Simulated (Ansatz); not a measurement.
# H2SeO: single points off equilibrium

The task here is to estimate one member of a computed series from the others.

The runs use Ansatz 0.2.0, Gaussian basis; single points in def2-TZVPP.

Correlated methods freeze the cores. Filled d shells of the heavier atoms are correlated.

### The starting structure

4 atoms, charge 0, spin multiplicity 1.

Atoms are counted from 1 here; the program's logs count them from 0.

Bond lengths: O1–Se2 1.853 Å, O1–H3 0.997 Å, Se2–H4 1.526 Å. Angles: Se2–O1–H3 105.6°, O1–Se2–H4 98.8°.

Coordinates:

```mol
H2OSe
  3D, bonds by distance, orders not assigned

  4  3  0  0  0  0  0  0  0  0999 V2000
   -0.1537   -0.5808    0.8197 O   0  0
    0.6384    0.9091    0.0540 Se  0  0
    0.3373   -1.3658    0.4496 H   0  0
   -0.2017    0.9937   -1.2169 H   0  0
  1  2  8  0
  1  3  8  0
  2  4  8  0
M  END
```

The first run:

run/in.yaml

```yaml
crystal:
  periodic: [false, false, false]
  atoms:
    - {symbol: O, position_ang: [-0.153700, -0.580800, 0.819700]}
    - {symbol: Se, position_ang: [0.638400, 0.909100, 0.054000]}
    - {symbol: H, position_ang: [0.337300, -1.365800, 0.449600]}
    - {symbol: H, position_ang: [-0.201700, 0.993700, -1.216900]}
basis:
  gaussian: {orbitals: def2-TZVPP}
correlation: {method: ccsd_t}
output: {forces: true}
```

No record of the launch command was kept for these runs.

Among the steps run: CCSD(T)/def2-TZVPP; PBE0-D4/def2-TZVPP; wB97M-V/def2-TZVPP; r2SCAN-D4/def2-TZVPP; PBE-D4/def2-TZVPP; r2SCANh-D4/def2-TZVPP; BHLYP-D4/def2-TZVPP.

One of the session's tables, all rows but one given; the rest of the session is left out.

| method | RMS force component (eV/Å) | angle to CCSD(T) forces (°) | dipole (D) |
| --- | --- | --- | --- |
| CCSD(T) | 0.759 | reference | 1.64 |
| PBE0-D4 | 0.807 | 7.9 | 1.65 |
| wB97M-V | 0.818 | 6.0 | 1.68 |
| r2SCAN-D4 | 0.700 | 3.0 | 1.61 |
| PBE-D4 | ? | ? | ? |
| r2SCANh-D4 | 0.798 | 4.9 | 1.64 |
| BHLYP-D4 | 1.061 | 8.4 | 1.75 |

Estimate the missing values for PBE-D4.

The run gave: RMS force component (eV/Å): 0.473; angle to CCSD(T) forces (°): 8.7; dipole (D): 1.56. In the column «RMS force component (eV/Å)» it is the lowest.
